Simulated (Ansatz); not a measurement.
# ZrAsRu: the cost of one run

Program: the Python package of Ansatz 0.2.0. Level of theory: DFT LDA, plane waves, PAW. These are calculated values, not measurements.

## (1) The system

It takes space group P-62m (No. 189, hexagonal). Conventional cell: a = 6.601 Å, b = 6.601 Å, c = 3.919 Å, α = 90.00°, β = 90.00°, γ = 120.00°. Zr (site symmetry m2m) has 5 As at 2.76 to 2.79 Å and 6 Ru at 2.97 to 3.10 Å as nearest neighbours. Around As (site symmetry -62m) lie 6 Ru at 2.54 Å and 3 Zr at 2.76 Å. As (site symmetry -6) is surrounded by 3 Ru at 2.55 Å and 6 Zr at 2.79 Å. Ru (site symmetry m2m) has 4 As at 2.54 to 2.55 Å and 2 Ru at 2.79 Å as nearest neighbours.

The script holds or builds the structure itself.

## (2) Script

vcrelax_zrasru.py

```python
import json
import warnings

import ansatz
from ase import Atoms
from ase.io import write
import numpy as np

def edges_and_angles(cell):
    cell = np.asarray(cell)
    a, b, c = np.linalg.norm(cell, axis=1)
    cosines = cell[1] @ cell[2] / (b * c), cell[0] @ cell[2] / (a * c), cell[0] @ cell[1] / (a * b)
    return (a, b, c, *np.degrees(np.arccos(cosines)))

warnings.simplefilter("ignore", ansatz.DeckWarning)

crystal = (
    ansatz.Lattice.from_parameters(6.601386, 6.601386, 3.918911, alpha=90, beta=90, gamma=120)
    .space_group(189)
    .atom("Zr", (0.41806, 0.41806, 0.5))
    .atom("As", (0.0, 0.0, 0.5))
    .atom("As", (2 / 3, 1 / 3, 0.0))
    .atom("Ru", (0.0, 0.243734, 0.0))
)

calc = (
    crystal.calculation()
    .functional("lda")
    .kpoints(density=4.1)
    .occupations("cold", width=0.15)
    .relax(fix_cell=["shape"], stress_tolerance=0.01)
)
done = calc.run(threads=1, events_out="events.ndjson")
with open("events.ndjson") as stream:
    events = [json.loads(line) for line in stream]
steps = [e["data"] for e in events if e["event"] == "relax_step"]
summary = done.report
print("step   energy (eV)     max comp. (eV/A)   P (GPa)  SCF")
for s in steps:
    print(f"{s['step']:4d} {s['lagrangian_ev']:15.5f} {s['allowed_force_max_ev_ang']:12.4f} {s['pressure_gpa']:10.3f} {s['n_scf']:5d}")

first, last = steps[0], steps[-1]
symbols = [site.symbol for site in done.lattice.sites]
print(f"energy gained {first['lagrangian_ev'] - last['lagrangian_ev']:.4f} eV in {len(steps) - 1} steps")
for label, vectors in (("before", first["cell_ang"]), ("after", done.lattice.cell_ang)):
    print(label, "a b c (A) {:.4f} {:.4f} {:.4f}  angles {:.2f} {:.2f} {:.2f}".format(*edges_and_angles(vectors)), f" V = {abs(np.linalg.det(vectors)):.3f} A^3")
print("final stress xx yy zz (GPa, compression positive):", np.round(np.diag(summary["stress_gpa"]), 3) + 0.0)

print("relaxed fractional positions")
for site in done.lattice.sites:
    print(f"  {site.symbol:2s}", " ".join(f"{v % 1:8.5f}" for v in np.round(site.position_frac, 5)))

change = np.array(last["positions_ang"]) @ np.linalg.inv(last["cell_ang"]) - np.array(first["positions_ang"]) @ np.linalg.inv(first["cell_ang"])
moved = np.linalg.norm(change @ np.array(last["cell_ang"]), axis=1)
print("displacement within the cell, strain taken out (A):", " ".join(f"{s}:{d:.3f}" for s, d in zip(symbols, moved)))

relaxed = Atoms(symbols, positions=[site.position_ang for site in done.lattice.sites], cell=done.lattice.cell_ang, pbc=True)
write("relaxed.vasp", relaxed, format="vasp")

n_atoms = len(summary["lattice"]["sites"])
print("F =", round(summary["free_energy_ev"], 4), "eV for", n_atoms, "atoms")
print("E(sigma -> 0) =", round(summary["energy_sigma0_ev"], 4), "eV, TS =", round(summary["entropy_ts_ev"], 5), "eV")
print("closed by", summary["closed_by"], "after", summary["n_iterations"], "iterations")
```

## (3) The calls as engine input

The engine receives this input:

```yaml
crystal:
  lattice:
    a: 6.601386
    b: 6.601386
    c: 3.918911
    alpha: 90.0
    beta: 90.0
    gamma: 120.0
  space_group: 189
  atoms:
    - { symbol: Zr, position: [0.41806, 0.41806, 0.5] }
    - { symbol: As, position: [0.0, 0.0, 0.5] }
    - { symbol: As, position: [0.6666666666666666, 0.3333333333333333, 0.0] }
    - { symbol: Ru, position: [0.0, 0.243734, 0.0] }
kpoints:
  mp_grid:
    kspacing: 0.24390243902439027
hamiltonian:
  xc: lda
scf:
  occupations:
    method: cold
    width: 0.15
relax:
  cell:
    stress_tol: 0.01
    fix: [shape]
```

## (4) Launch

On the command line:

```
$ python vcrelax_zrasru.py
```

**Question.** How long does this script take on 1 thread of Arm Neoverse V2, shared host, and how much memory does it need?

About 2.7 min, with a peak of 0.62 GiB.
